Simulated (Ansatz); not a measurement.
# ZrWN2: what a guessed cell relaxes into, part 2 of 3

Aim: relax a trial structure of ZrWN2 and see where it ends.

Ansatz 0.2.0; DFT PBE, scalar-relativistic, plane waves, PAW. The steps go on from the part before.

### 3 Coarse relaxation

input.yaml reads:

```yaml
crystal:
  lattice:
    - [2.97939911, 0.0, 0.0]
    - [-1.48969956, 2.58023532, 0.0]
    - [0.0, 0.0, 5.83962226]
  atoms:
    - { symbol: Zr, position: [0.0, 0.0, 0.5] }
    - { symbol: W, position: [0.0, 0.0, 0.0] }
    - { symbol: "N", position: [0.33333333, 0.66666667, 0.25] }
    - { symbol: "N", position: [0.33333333, 0.66666667, 0.75] }
basis:
  ecutwfc: 420
kpoints:
  mp_grid: { grid: [6, 6, 4] }
hamiltonian:
  xc: pbe
scf:
  occupations: { method: gaussian, width: 0.1 }
  lower_state_search: "off"
output:
  forces: true
  stress: true
  eigenvalues: true
relax:
  adjacent_minimum: "off"
  f_tol: 0.04
  max_steps: 70
  cell: { stress_tol: 0.4 }
```

Run with:

```sh
> ansatz run input.yaml --threads 1 --pin off --max-ram 2048MiB --backend cpu --events-out ev --progress --plain --runs-dir out
```

The log of the run:

```text
Warning: RAYON_NUM_THREADS=1 ignored (pool sized by the plan → 1); use --threads N
Engine: ansatz 0.2.0, aarch64-unknown-linux-gnu
Pseudopotentials: kind: paw
Pseudopotential: Zr, paw, valence charge 12, recommended cutoff 420 eV (normal), Zr.paw.azcp
Pseudopotential: W, paw, valence charge 14, recommended cutoff 420 eV (normal), W.paw.azcp
Pseudopotential: N, paw, valence charge 5, recommended cutoff 420 eV (normal), N.paw.azcp
Functional definition: PBE
  parameter kappa = 0.804
  parameter beta = 0.06672455060314922
  exchange = pbe_x(kappa = kappa, mu = beta*pi^2/3)
  correlation = pbe_c(beta = beta)
Crystal: 4 atoms, lattice volume = 44.892 Å³
Basis set: ecut = 420 eV, 847 PW (Γ), exchange–correlation on 40×40×80 points (8 copies of the dense FFT grid, shifted against one another)
Bands: 22, of which v1, the nominal top of the filled ones, is band 18 counted from 1 (17 counted from 0)
Symmetry: 12 space group operations
Space group: P-6m2 (ITA 187), of the structure as read, at distance tolerance 3.6e-5 Å
k-points: 21 of 144 (time reversal used)
Non-local potential: Zr, projectors of the file, l = 0: 3, l = 1: 2, l = 2: 2, l = 3: 2
Non-local potential: W, projectors of the file, l = 0: 3, l = 1: 2, l = 2: 2, l = 3: 1
Non-local potential: N, projectors of the file, l = 0: 2, l = 1: 2, l = 2: 1
PAW form: soft (Blöchl's): semilocal exchange-correlation on the pseudo side does not see the compensation charge
PAW one-centre angular grid: Zr, 590 points (default); XC on 64 Gauss nodes
PAW one-centre angular grid: W, 590 points (default); XC on 64 Gauss nodes
PAW one-centre angular grid: N, 110 points (default); XC on 64 Gauss nodes
Initial density: superposition of atomic densities (neutral atoms: chi_scale 0, normalization atom), corrected by the library's trained network
Initial wavefunctions: pseudopotential atomic-orbital guess
Functional: x = pbe(κ = 0.804, μ = 0.2195149727645171), c = pbe(β = 0.06672455060314922)
SCF iter   1: F=—  HF=-15339.809043 eV  |F-HF|=—  |Δ(HF+E_count)|=         —  Δρ=1.52e-2  dr2=3.62e-1  ethr=1.77e-3  ⟨swp⟩=5.0  Hψ=2078  notcnv=0
preconditioner: auto → Kerker (q_TF=auto, 2.630 Å⁻¹)  [metal: Δε(μ)=0.073 eV  Ē_g=13.415 eV  σ=0.100 eV  W_gap=0.39  n_scr=10 (ndim 8)  ℏωp=28.3 eV  f_vac=0.000  D(μ)=1.42/eV (n_scr^D=4)]
SCF iter   2: F=—  HF=-15339.772380 eV  |F-HF|=—  |Δ(HF+E_count)|=   3.67e-2  Δρ=7.52e-3  dr2=8.03e-2  ethr=1.01e-3  ⟨swp⟩=1.0  Hψ=631  notcnv=0
SCF iter   3: F=—  HF=-15339.762438 eV  |F-HF|=—  |Δ(HF+E_count)|=   9.94e-3  Δρ=2.15e-3  dr2=3.26e-3  ethr=2.23e-4  ⟨swp⟩=1.7  Hψ=512  notcnv=0
SCF iter   4: F=—  HF=-15339.761530 eV  |F-HF|=—  |Δ(HF+E_count)|=   9.09e-4  Δρ=6.33e-4  dr2=2.09e-4  ethr=9.05e-6  ⟨swp⟩=2.1  Hψ=635  notcnv=0
SCF iter   5: F=—  HF=-15339.761479 eV  |F-HF|=—  |Δ(HF+E_count)|=   5.09e-5  Δρ=1.35e-4  dr2=7.47e-6  ethr=5.81e-7  ⟨swp⟩=2.3  Hψ=682  notcnv=0
SCF iter   6: F=—  HF=-15339.761464 eV  |F-HF|=—  |Δ(HF+E_count)|=   1.50e-5  Δρ=2.86e-5  dr2=3.79e-7  ethr=2.07e-8  ⟨swp⟩=2.8  Hψ=712  notcnv=0
SCF iter   7: F=-15339.761464 eV  HF=-15339.761464 eV  |F-HF|=1.46e-10  |Δ(HF+E_count)|=   1.17e-7  Δρ=5.57e-6  dr2=1.19e-8  ethr=2.78e-10  ⟨swp⟩=5.6  Hψ=1907  notcnv=0
SCF 1 converged in 7 iterations: F = -15339.761464 eV  dr2 = 1.19e-8
relax step   1: F+E_penalty+E_count = -15339.76146387 eV  Δ(F+E_penalty+E_count) = +0.000e0 eV  max|allowed force component| = 2.497e0 eV/Å  Δτ_max = 0.0000 Å  P = +0.196 GPa  Ω = 44.892 Å³  (7 SCF iters, dr2 threshold 1.00e-7 eV, accepted)
Crystal: 4 atoms, lattice volume = 44.967 Å³
Initial density: handed on by an earlier stage of this run
Initial wavefunctions: those handed on with the density
iter 1 solved again at ethr=3.40e-4 eV; its pass at ethr=3.10e-3 eV (dr2=1.22e-1 eV) is discarded
SCF iter   1: F=—  HF=-15340.163012 eV  |F-HF|=—  |Δ(HF+E_count)|=         —  Δρ=1.56e-2  dr2=1.17e-1  ethr=3.40e-4  ⟨swp⟩=1.0  Hψ=2573  notcnv=0
preconditioner: auto → Kerker (q_TF=auto, 2.629 Å⁻¹)  [metal: Δε(μ)=0.077 eV  Ē_g=13.676 eV  σ=0.100 eV  W_gap=0.40  n_scr=10 (ndim 8)  ℏωp=28.2 eV  f_vac=0.000  D(μ)=0.75/eV (n_scr^D=2)]
SCF iter   2: F=—  HF=-15340.145727 eV  |F-HF|=—  |Δ(HF+E_count)|=   1.73e-2  Δρ=8.24e-3  dr2=2.88e-2  ethr=3.26e-4  ⟨swp⟩=1.5  Hψ=527  notcnv=0
preconditioner: auto → none  [insulator: Δε(μ)=0.154 eV  Ē_g=13.638 eV  σ=0.100 eV  W_gap=0.57  n_scr=10 (ndim 8)  ℏωp=28.2 eV  f_vac=0.000  D(μ)=0.77/eV (n_scr^D=2)  ε∞_Penn≈5.3]
SCF iter   3: F=—  HF=-15340.139540 eV  |F-HF|=—  |Δ(HF+E_count)|=   6.19e-3  Δρ=2.87e-3  dr2=5.59e-3  ethr=8.00e-5  ⟨swp⟩=2.0  Hψ=627  notcnv=0
SCF iter   4: F=—  HF=-15340.138782 eV  |F-HF|=—  |Δ(HF+E_count)|=   7.58e-4  Δρ=1.02e-3  dr2=7.08e-4  ethr=1.55e-5  ⟨swp⟩=2.1  Hψ=701  notcnv=0
SCF iter   5: F=—  HF=-15340.138689 eV  |F-HF|=—  |Δ(HF+E_count)|=   9.38e-5  Δρ=3.04e-4  dr2=3.87e-5  ethr=1.97e-6  ⟨swp⟩=2.0  Hψ=571  notcnv=0
SCF iter   6: F=—  HF=-15340.138662 eV  |F-HF|=—  |Δ(HF+E_count)|=   2.66e-5  Δρ=6.92e-5  dr2=1.90e-6  ethr=1.07e-7  ⟨swp⟩=2.0  Hψ=613  notcnv=0
SCF iter   7: F=-15340.138662 eV  HF=-15340.138662 eV  |F-HF|=1.84e-9  |Δ(HF+E_count)|=   7.09e-8  Δρ=7.63e-6  dr2=1.53e-8  ethr=1.11e-9  ⟨swp⟩=6.2  Hψ=2090  notcnv=0
SCF 2 converged in 7 iterations: F = -15340.138662 eV  dr2 = 1.53e-8
relax step   2: F+E_penalty+E_count = -15340.13866200 eV  Δ(F+E_penalty+E_count) = -3.772e-1 eV  max|allowed force component| = 5.838e-1 eV/Å  Δτ_max = 0.1242 Å  P = -0.180 GPa  Ω = 44.967 Å³  energy of the carried Pulay correction = -1.960e-4 eV  (7 SCF iters, dr2 threshold 4.00e-7 eV, accepted)
Crystal: 4 atoms, lattice volume = 44.271 Å³
Basis set: ecut = 420 eV, 861 PW (Γ), exchange–correlation on 40×40×80 points (8 copies of the dense FFT grid, shifted against one another)
iter 1 solved again at ethr=4.03e-4 eV; its pass at ethr=3.10e-3 eV (dr2=1.45e-1 eV) is discarded
SCF iter   1: F=—  HF=-15340.150647 eV  |F-HF|=—  |Δ(HF+E_count)|=         —  Δρ=1.43e-2  dr2=1.44e-1  ethr=4.03e-4  ⟨swp⟩=1.0  Hψ=3094  notcnv=0
preconditioner: auto → none  [insulator: Δε(μ)=0.135 eV  Ē_g=13.906 eV  σ=0.100 eV  W_gap=0.66  n_scr=10 (ndim 8)  ℏωp=28.5 eV  f_vac=0.000  D(μ)=0.49/eV (n_scr^D=2)  ε∞_Penn≈5.2]
SCF iter   2: F=—  HF=-15340.116247 eV  |F-HF|=—  |Δ(HF+E_count)|=   3.44e-2  Δρ=4.98e-3  dr2=5.76e-3  ethr=4.00e-4  ⟨swp⟩=2.4  Hψ=680  notcnv=0
SCF iter   3: F=—  HF=-15340.115687 eV  |F-HF|=—  |Δ(HF+E_count)|=   5.60e-4  Δρ=1.68e-3  dr2=4.80e-4  ethr=1.60e-5  ⟨swp⟩=2.4  Hψ=802  notcnv=0
SCF iter   4: F=—  HF=-15340.115775 eV  |F-HF|=—  |Δ(HF+E_count)|=   8.80e-5  Δρ=4.63e-4  dr2=5.65e-5  ethr=1.33e-6  ⟨swp⟩=2.1  Hψ=606  notcnv=0
SCF iter   5: F=—  HF=-15340.115846 eV  |F-HF|=—  |Δ(HF+E_count)|=   7.11e-5  Δρ=5.98e-5  dr2=9.69e-7  ethr=1.57e-7  ⟨swp⟩=2.0  Hψ=644  notcnv=0
SCF iter   6: F=-15340.115846 eV  HF=-15340.115846 eV  |F-HF|=1.51e-9  |Δ(HF+E_count)|=   1.66e-7  Δρ=1.37e-5  dr2=3.67e-8  ethr=1.11e-9  ⟨swp⟩=5.4  Hψ=2032  notcnv=0
SCF 3 converged in 6 iterations: F = -15340.115846 eV  dr2 = 3.67e-8
relax step   3: F+E_penalty+E_count = -15340.11584645 eV  Δ(F+E_penalty+E_count) = +2.282e-2 eV  max|allowed force component| = 4.464e-1 eV/Å  Δτ_max = 0.0703 Å  P = +5.855 GPa  Ω = 44.271 Å³  energy of the carried Pulay correction = +1.648e-3 eV  (6 SCF iters, dr2 threshold 4.00e-7 eV, rejected (line search))
Crystal: 4 atoms, lattice volume = 45.232 Å³
Basis set: ecut = 420 eV, 859 PW (Γ), exchange–correlation on 40×40×80 points (8 copies of the dense FFT grid, shifted against one another)
iter 1 solved again at ethr=3.44e-4 eV; its pass at ethr=3.10e-3 eV (dr2=1.24e-1 eV) is discarded
SCF iter   1: F=—  HF=-15340.206451 eV  |F-HF|=—  |Δ(HF+E_count)|=         —  Δρ=1.06e-2  dr2=1.25e-1  ethr=3.44e-4  ⟨swp⟩=1.0  Hψ=2997  notcnv=0
preconditioner: auto → none  [insulator: Δε(μ)=0.129 eV  Ē_g=13.633 eV  σ=0.100 eV  W_gap=0.57  n_scr=10 (ndim 8)  ℏωp=28.2 eV  f_vac=0.000  D(μ)=0.51/eV (n_scr^D=2)  ε∞_Penn≈5.3]
SCF iter   2: F=—  HF=-15340.187986 eV  |F-HF|=—  |Δ(HF+E_count)|=   1.85e-2  Δρ=3.16e-3  dr2=4.43e-3  ethr=3.44e-4  ⟨swp⟩=2.1  Hψ=550  notcnv=0
SCF iter   3: F=—  HF=-15340.187384 eV  |F-HF|=—  |Δ(HF+E_count)|=   6.02e-4  Δρ=1.29e-3  dr2=6.23e-4  ethr=1.23e-5  ⟨swp⟩=2.0  Hψ=686  notcnv=0
SCF iter   4: F=—  HF=-15340.187401 eV  |F-HF|=—  |Δ(HF+E_count)|=   1.64e-5  Δρ=5.31e-4  dr2=4.89e-5  ethr=1.73e-6  ⟨swp⟩=1.6  Hψ=492  notcnv=0
SCF iter   5: F=—  HF=-15340.187382 eV  |F-HF|=—  |Δ(HF+E_count)|=   1.85e-5  Δρ=7.11e-5  dr2=1.42e-6  ethr=1.36e-7  ⟨swp⟩=2.2  Hψ=635  notcnv=0
SCF iter   6: F=—  HF=-15340.187381 eV  |F-HF|=—  |Δ(HF+E_count)|=   9.39e-7  Δρ=1.32e-5  dr2=3.44e-8  ethr=3.93e-9  ⟨swp⟩=2.1  Hψ=690  notcnv=0
SCF iter   7: F=-15340.187381 eV  HF=-15340.187381 eV  |F-HF|=1.62e-9  |Δ(HF+E_count)|=   1.57e-8  Δρ=2.39e-6  dr2=2.26e-9  ethr=7.11e-12  ⟨swp⟩=5.4  Hψ=1888  notcnv=0
SCF 4 converged in 7 iterations: F = -15340.187381 eV  dr2 = 2.26e-9
relax step   4: F+E_penalty+E_count = -15340.18738115 eV  Δ(F+E_penalty+E_count) = -4.872e-2 eV  max|allowed force component| = 8.565e-2 eV/Å  Δτ_max = 0.0375 Å  P = -1.561 GPa  Ω = 45.232 Å³  energy of the carried Pulay correction = -8.926e-4 eV  (7 SCF iters, accepted)
Crystal: 4 atoms, lattice volume = 44.880 Å³
iter 1 solved again at ethr=3.05e-5 eV; its pass at ethr=3.10e-3 eV (dr2=1.10e-2 eV) is discarded
SCF iter   1: F=—  HF=-15340.190793 eV  |F-HF|=—  |Δ(HF+E_count)|=         —  Δρ=2.55e-3  dr2=1.08e-2  ethr=3.05e-5  ⟨swp⟩=1.1  Hψ=2279  notcnv=0
preconditioner: auto → Kerker (q_TF=auto, 2.630 Å⁻¹)  [metal: Δε(μ)=0.024 eV  Ē_g=13.766 eV  σ=0.100 eV  W_gap=0.13  n_scr=10 (ndim 8)  ℏωp=28.3 eV  f_vac=0.000  D(μ)=0.70/eV (n_scr^D=2)]
SCF iter   2: F=—  HF=-15340.189627 eV  |F-HF|=—  |Δ(HF+E_count)|=   1.17e-3  Δρ=8.48e-4  dr2=1.34e-3  ethr=3.00e-5  ⟨swp⟩=1.4  Hψ=479  notcnv=0
SCF iter   3: F=—  HF=-15340.189447 eV  |F-HF|=—  |Δ(HF+E_count)|=   1.80e-4  Δρ=4.61e-4  dr2=1.90e-4  ethr=3.73e-6  ⟨swp⟩=1.9  Hψ=491  notcnv=0
SCF iter   4: F=—  HF=-15340.189386 eV  |F-HF|=—  |Δ(HF+E_count)|=   6.08e-5  Δρ=1.90e-4  dr2=2.46e-5  ethr=5.28e-7  ⟨swp⟩=2.1  Hψ=626  notcnv=0
SCF iter   5: F=—  HF=-15340.189380 eV  |F-HF|=—  |Δ(HF+E_count)|=   5.91e-6  Δρ=5.36e-5  dr2=1.30e-6  ethr=6.82e-8  ⟨swp⟩=2.0  Hψ=647  notcnv=0
SCF iter   6: F=-15340.189380 eV  HF=-15340.189380 eV  |F-HF|=8.30e-9  |Δ(HF+E_count)|=   9.70e-8  Δρ=1.08e-5  dr2=5.42e-8  ethr=1.11e-9  ⟨swp⟩=5.9  Hψ=2068  notcnv=0
SCF 5 converged in 6 iterations: F = -15340.189380 eV  dr2 = 5.42e-8
relax step   5: F+E_penalty+E_count = -15340.18938048 eV  Δ(F+E_penalty+E_count) = -1.999e-3 eV  max|allowed force component| = 6.114e-2 eV/Å  Δτ_max = 0.0061 Å  P = +0.997 GPa  Ω = 44.880 Å³  energy of the carried Pulay correction = +3.356e-5 eV  (6 SCF iters, dr2 threshold 4.00e-7 eV, accepted)
Crystal: 4 atoms, lattice volume = 45.012 Å³
iter 1 solved again at ethr=3.60e-6 eV; its pass at ethr=3.10e-3 eV (dr2=1.30e-3 eV) is discarded
SCF iter   1: F=—  HF=-15340.189768 eV  |F-HF|=—  |Δ(HF+E_count)|=         —  Δρ=8.83e-4  dr2=1.28e-3  ethr=3.60e-6  ⟨swp⟩=1.1  Hψ=2222  notcnv=0
preconditioner: auto → Kerker (q_TF=auto, 2.629 Å⁻¹)  [metal: Δε(μ)=0.048 eV  Ē_g=13.719 eV  σ=0.100 eV  W_gap=0.27  n_scr=10 (ndim 8)  ℏωp=28.2 eV  f_vac=0.000  D(μ)=0.78/eV (n_scr^D=2)]
SCF iter   2: F=—  HF=-15340.189630 eV  |F-HF|=—  |Δ(HF+E_count)|=   1.38e-4  Δρ=2.77e-4  dr2=1.39e-4  ethr=3.56e-6  ⟨swp⟩=1.3  Hψ=478  notcnv=0
SCF iter   3: F=—  HF=-15340.189584 eV  |F-HF|=—  |Δ(HF+E_count)|=   4.59e-5  Δρ=1.60e-4  dr2=2.60e-5  ethr=3.87e-7  ⟨swp⟩=1.8  Hψ=491  notcnv=0
SCF iter   4: F=—  HF=-15340.189579 eV  |F-HF|=—  |Δ(HF+E_count)|=   4.87e-6  Δρ=6.47e-5  dr2=2.78e-6  ethr=7.22e-8  ⟨swp⟩=2.1  Hψ=623  notcnv=0
SCF iter   5: F=-15340.189579 eV  HF=-15340.189579 eV  |F-HF|=1.35e-9  |Δ(HF+E_count)|=   6.39e-7  Δρ=1.93e-5  dr2=1.53e-7  ethr=1.11e-9  ⟨swp⟩=6.2  Hψ=2100  notcnv=0
SCF 6 converged in 5 iterations: F = -15340.189579 eV  dr2 = 1.53e-7
relax step   6: F+E_penalty+E_count = -15340.18957875 eV  Δ(F+E_penalty+E_count) = -1.983e-4 eV  max|allowed force component| = 1.230e-3 eV/Å  Δτ_max = 0.0021 Å  P = +0.007 GPa  Ω = 45.012 Å³  energy of the carried Pulay correction = -3.141e-4 eV  (5 SCF iters, dr2 threshold 4.00e-7 eV, accepted)
Initial wavefunctions: pseudopotential atomic-orbital guess (no wavefunctions were taken with the density)
iter 1 solved again at ethr=1.84e-8 eV; its pass at ethr=3.10e-3 eV (dr2=6.62e-6 eV) is discarded
SCF iter   1: F=—  HF=-15340.190521 eV  |F-HF|=—  |Δ(HF+E_count)|=         —  Δρ=1.34e-4  dr2=8.29e-7  ethr=1.84e-8  ⟨swp⟩=3.3  Hψ=3551  notcnv=0
preconditioner: auto → Kerker (q_TF=auto, 2.629 Å⁻¹)  [metal: Δε(μ)=0.049 eV  Ē_g=13.725 eV  σ=0.100 eV  W_gap=0.27  n_scr=10 (ndim 8)  ℏωp=28.2 eV  f_vac=0.000  D(μ)=0.76/eV (n_scr^D=2)]
SCF iter   2: F=—  HF=-15340.190501 eV  |F-HF|=—  |Δ(HF+E_count)|=   1.98e-5  Δρ=7.06e-5  dr2=2.67e-7  ethr=2.30e-9  ⟨swp⟩=2.5  Hψ=645  notcnv=0
SCF iter   3: F=—  HF=-15340.190504 eV  |F-HF|=—  |Δ(HF+E_count)|=   2.44e-6  Δρ=1.03e-5  dr2=4.16e-8  ethr=7.43e-10  ⟨swp⟩=2.0  Hψ=659  notcnv=0
SCF iter   4: F=—  HF=-15340.190504 eV  |F-HF|=—  |Δ(HF+E_count)|=  8.17e-10  Δρ=3.64e-6  dr2=6.15e-9  ethr=1.16e-10  ⟨swp⟩=2.0  Hψ=640  notcnv=0
SCF iter   5: F=-15340.190504 eV  HF=-15340.190504 eV  |F-HF|=4.37e-11  |Δ(HF+E_count)|=   3.19e-9  Δρ=8.11e-7  dr2=2.17e-10  ethr=7.11e-12  ⟨swp⟩=4.0  Hψ=1499  notcnv=0
SCF 7 converged in 5 iterations: F = -15340.190504 eV  dr2 = 2.17e-10
relax step   7: F+E_penalty+E_count = -15340.19050393 eV  Δ(F+E_penalty+E_count) = -9.252e-4 eV  max|allowed force component| = 5.204e-4 eV/Å  Δτ_max = 0.0000 Å  P = +0.058 GPa  Ω = 45.012 Å³  stress off target by 1.85e-1 GPa  SCF on the basis re-selected at this cell (its energy is not comparable with the rows above)  (5 SCF iters)
basis re-selected at this cell: Δ(F+E_penalty+E_count) = -9.252e-4 eV, ΔP = +0.051 GPa vs the last step (what re-selecting the basis moved, of the pressure what is left beyond the Pulay correction that the steps carried, after the strain that the cell walked since its last selection, with what the two solves' SCF thresholds leave and, on support functions, any second-order correction that the steps lacked; it is no measure of the basis error at this ecutwfc). This SCF's stress stands 1.85e-1 GPa from its target on what of the cell is left free (relax.cell.stress_tol is 4.00e-1 GPa) and its largest allowed force component is 5.20e-4 eV/Å (relax.f_tol is 4.00e-2 eV/Å): within both
SCF converged after 5 iterations
Free energy (F): -15340.190504 eV
Harris-Foulkes:  -15340.190504 eV  (|F-HF|=4.37e-11)
Internal energy: -15340.186691 eV  (E = F + TS)
E sigma→0 (E₀):  -15340.188597 eV
Entropy (-TS):   -0.003813 eV (-0.953 meV/atom)
Fermi energy:    19.769991 eV
--- Per-component energies (eV) ---
  E_band       = -93.572942
  E_kinetic    = 1049.779884
  E_local      = -1443.897905  (includes V_loc(G=0)·N_el)
  E_nonlocal   = 168.976089
  E_hartree    = 480.217539
  E_xc         = -551.644664
  E_vxc        = -586.488858  (∫ρ·V_xc dr)
  E_paw        = -11770.041382  (= ΣΔE_a)
  E_vpaw       = -242.377714  (= ΣTr[D̂ρ^β])
  E_aug_tail   = 0.000177  (compensation charges beyond the density's cutoff)
  E_ewald      = -3273.576428
  E_smearing   = -0.003813  (= −TS)
  E_closure    = 0.000000  (closes the sum)
  Σ components = -15340.190504   (vs F -15340.190504, Δ=0.00e0)
--- Forces (eV/Å), atoms counted from 1 ---
  atom   1  Zr     0.00000000    -0.00000000     0.00000000
  atom   2  W     -0.00000000    -0.00000000     0.00000000
  atom   3  N     -0.00000000    -0.00000000     0.00052037
  atom   4  N     -0.00000000    -0.00000000    -0.00052037
  max |Σ_I F_I| component: 7.40e-16 eV/Å
--- Stress (GPa, compression-positive) ---
       -0.005182      -0.000000       0.000000
       -0.000000      -0.005182      -0.000000
        0.000000      -0.000000       0.184943
  P = ⅓ Tr σ = 0.0582 GPa (0.582 kbar)
--- Band table (eV; the first three rows and the last of 21) ---
  k-point 0: bands = ["-56.2951", "-29.5156", "-20.6497", "-20.2243", "-20.2243", "-7.9799", "-6.7523", "-6.7523", "1.5841", "4.2467", "10.4561", "14.0846", "14.0846", "15.2711", "15.2711", "15.5421", "16.3997", "19.4504", "19.4504", "20.9069", "21.4000", "21.4000"]
  k-point 1: bands = ["-56.2951", "-29.5161", "-20.6461", "-20.2243", "-20.2243", "-8.0069", "-6.7525", "-6.7525", "1.8355", "3.8760", "10.9733", "14.1093", "14.1093", "14.6967", "15.2811", "15.2811", "17.1737", "19.5277", "19.5277", "20.1842", "20.9345", "20.9345"]
  k-point 2: bands = ["-56.2951", "-29.5166", "-20.6424", "-20.2243", "-20.2243", "-8.0337", "-6.7527", "-6.7527", "2.2016", "3.4044", "11.6632", "13.8683", "14.1354", "14.1354", "15.2886", "15.2886", "18.5422", "18.6687", "19.8803", "19.8803", "20.1701", "20.1701"]
  k-point 20: bands = ["-56.2430", "-29.2363", "-20.7387", "-20.6705", "-20.4939", "-7.9424", "-7.8248", "-7.5637", "3.6678", "3.9482", "11.6402", "12.6167", "12.6505", "13.0582", "14.1609", "14.3110", "17.3750", "19.7417", "20.0227", "22.5552", "22.5675", "22.5849"]
--- Relaxed structure (6 steps of the walk, 5 accepted, 1 SCFs on fresh bases) ---
  F+E_penalty+E_count = -15340.19050393 eV   max|allowed force component| = 5.204e-4 eV/Å   (the final SCF, on the basis selected at the relaxed cell)
  cell:  # Å, volume = 45.0117 Å³
    - [2.9568310620413136, 2.864884923260593e-9, 2.367970780857861e-33]
    - [-1.4784155335017202, 2.560690812994257, -3.60756694713181e-33]
    - [4.641222736840125e-33, -5.485081416265602e-33, 5.94486337733401]
  atoms:
    - { symbol: Zr, position: [-1.8503717008154222e-17, -9.251858607474692e-18, 0.5] }
    - { symbol: W, position: [-1.850371700815423e-17, -9.251858607474686e-18, 3.713261317986361e-20] }
    - { symbol: N, position: [0.3333333333333333, 0.6666666666666666, 0.22164200970811926] }
    - { symbol: N, position: [0.3333333333333333, 0.6666666666666666, 0.7783579902918807] }
```

Wall time 15 s (1 thread of Arm Neoverse V2, shared host); peak memory 0.34 GiB.

Step by step:

| step | E - E(step 1) (eV/cell) | largest force component (eV/Å) | pressure (GPa) | volume (Å³) |
| --- | --- | --- | --- | --- |
| 1 | 0.0000 | 2.4969 | 0.20 | 44.89 |
| 2 | -0.3772 | 0.5838 | -0.18 | 44.97 |
| 3 | -0.3544 | 0.4464 | 5.86 | 44.27 |
| 4 | -0.4259 | 0.0857 | -1.56 | 45.23 |
| 5 | -0.4279 | 0.0611 | 1.00 | 44.88 |
| 6 | -0.4281 | 0.0012 | 0.01 | 45.01 |
| 7 | -0.4290 | 0.0005 | 0.06 | 45.01 |

Step 1 is the start. Step 7 repeats the geometry before it on a plane-wave basis chosen anew for that cell, so its energy need not be comparable with the rows above. Step 3 was tried and not accepted.

|  | before | after | change |
| --- | --- | --- | --- |
| a (Å) | 2.979 | 2.957 | -0.8 % |
| b (Å) | 2.979 | 2.957 | -0.8 % |
| c (Å) | 5.840 | 5.945 | +1.8 % |
| volume (Å³/atom) | 11.22 | 11.25 | +0.3 % |
| shortest distance (Å) | 2.256 | 2.156 | -4.4 % |
| space group (0.01 Å) | P-6m2 | P-6m2 | same |

The run keeps the 12 symmetry operations of the start, so it could not have lowered the symmetry.

(Part 2 of 3 ends here.)
